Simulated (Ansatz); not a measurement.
# CH4AlSe: the cost of one run

All numbers are computed with Ansatz 0.2.0, driven from Python. Level of theory: PBE0+D3(BJ)/def2-SVP.

## 1. The system

Bond lengths: C1–Al2 1.924 Å, Al2–Se3 2.374 Å, C1–H4 1.102 Å, C1–H5 1.124 Å, C1–H6 1.134 Å, Se3–H7 1.552 Å. Angles: C1–Al2–Se3 119.2°, Al2–C1–H4 110.8°, Al2–C1–H5 112.9°, Al2–C1–H6 113.3°, H4–C1–H5 103.7°, H4–C1–H6 109.1°, H5–C1–H6 106.6°, Al2–Se3–H7 92.4°.

The script holds or builds the structure itself.

## 2. Script

ch4alse.py reads:

```python
"""Relaxed scan of one distance in CH4AlSe."""

import ansatz as az
import numpy as np

geometry_ang = [
    ("C", [-1.0781, 0.2967, -0.3177]),
    ("Al", [0.1822, -1.1377, -0.0812]),
    ("Se", [2.5029, -0.6426, -0.0189]),
    ("H", [-1.6371, 0.1752, -1.2591]),
    ("H", [-0.5828, 1.299, -0.4303]),
    ("H", [-1.8134, 0.3926, 0.5398]),
    ("H", [2.4876, -0.4513, 1.5216]),
]
molecule = az.Crystal.molecule()
for symbol, xyz in geometry_ang:
    molecule = molecule.atom(symbol, xyz)

base = (
    molecule.calculation()
    .basis(gaussian="def2-SVP")
    .functional("pbe0", dispersion="d3bj")
    .spin("collinear", total=1)
)
symbols = [site.symbol for site in molecule.cartesian_sites]
pairs = [(0, 1), (0, 3), (0, 4), (0, 5), (1, 2), (2, 6)]
print("held (A)   E (eV)        ", "  ".join(f"{symbols[i]}{i}-{symbols[j]}{j}" for i, j in pairs))
for length in [2.18, 2.37, 2.56, 2.85, 3.2]:
    rep = base.relax(constraints=[az.DistanceConstraint((1, 2), at=length)], force_tolerance=0.02, max_steps=60).run().report
    xyz = np.array(rep["positions_ang"])
    print(f"{length:6.2f} {rep['free_energy_ev']:14.5f}  ", "  ".join(f"{np.linalg.norm(xyz[i] - xyz[j]):.3f}" for i, j in pairs))
```

## 3. The input behind the calls

The package turns the script's settings into the engine's input (first run):

```yaml
crystal:
  periodic: [false, false, false]
  atoms:
    - { symbol: C, position_ang: [-1.0781, 0.2967, -0.3177] }
    - { symbol: Al, position_ang: [0.1822, -1.1377, -0.0812] }
    - { symbol: Se, position_ang: [2.5029, -0.6426, -0.0189] }
    - { symbol: H, position_ang: [-1.6371, 0.1752, -1.2591] }
    - { symbol: H, position_ang: [-0.5828, 1.299, -0.4303] }
    - { symbol: H, position_ang: [-1.8134, 0.3926, 0.5398] }
    - { symbol: H, position_ang: [2.4876, -0.4513, 1.5216] }
basis:
  gaussian:
    orbitals: def2-SVP
hamiltonian:
  xc: pbe0
  dispersion: d3bj
magnetization:
  spin_polarized: true
  initial_magnetization: 1.0
relax:
  f_tol: 0.02
  max_steps: 60
  constraints:
    - { distance: [1, 2], at: 2.18 }
```

## 4. Launch

On the command line:

```sh
> python ch4alse.py
```

What time and memory should one allow on 1 thread of Arm Neoverse V1, shared host?

About 7.2 min, with a peak of 0.31 GiB.
